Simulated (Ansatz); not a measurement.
# Ag: the cost of one run

Program: Ansatz 0.2.0. Level of theory: DFT r2SCAN, scalar-relativistic, plane waves, PAW. These are calculated values, not measurements.

**1. The starting structure**

It takes space group P6_3/mmc (No. 194, hexagonal). The conventional cell has a = 2.886 Å, b = 2.886 Å, c = 10.000 Å, α = 90.00°, β = 90.00°, γ = 120.00°. Around Ag (site symmetry -6m2) lie 12 Ag at 2.89 to 3.00 Å. Ag (site symmetry -3m) has 12 Ag at 2.89 to 3.00 Å as nearest neighbours.

Structure file:

```xyz
4
Lattice="2.8862 0.0000 0.0000 -1.4431 2.4995 0.0000 0.0000 0.0000 10.0000" Properties=species:S:1:pos:R:3 pbc="T T T"
Ag    0.0000    1.6663    2.5000
Ag    1.4431    0.8332    7.5000
Ag    0.0000    0.0000    0.0000
Ag    0.0000    0.0000    5.0000
```

The structure comes from the Crystallography Open Database.

(A quick probe on a coarse mesh, which set the mesh and smearing, is not shown.)

**3. Full relaxation**

input.yaml reads:

```yaml
crystal:
  lattice:
    - [2.8862, 0.0, 0.0]
    - [-1.4431, 2.4995225204, 0.0]
    - [0.0, 0.0, 10.0]
  atoms:
    - { symbol: Ag, position: [0.3333333333, 0.6666666667, 0.25] }
    - { symbol: Ag, position: [0.6666666667, 0.3333333333, 0.75] }
    - { symbol: Ag, position: [0.0, 0.0, 0.0] }
    - { symbol: Ag, position: [0.0, 0.0, 0.5] }
basis:
  ecutwfc: 500
kpoints:
  mp_grid: { grid: [18, 18, 4] }
hamiltonian:
  xc: r2scan
scf:
  occupations: { method: gaussian, width: 0.1 }
output:
  forces: true
  stress: true
  eigenvalues: true
relax:
  adjacent_minimum: "off"
  f_tol: 0.005
  max_steps: 80
  cell: { stress_tol: 0.05 }
```

Started as:

```bash
$ ansatz run input.yaml --threads 1 --pin off --max-ram 2560MiB --backend cpu --events-out ev --progress --plain --runs-dir out
```

What time and memory should one allow on 1 thread of AMD EPYC 7R43 (Zen 3), shared host?

About 5.5 min, with a peak of 0.79 GiB.
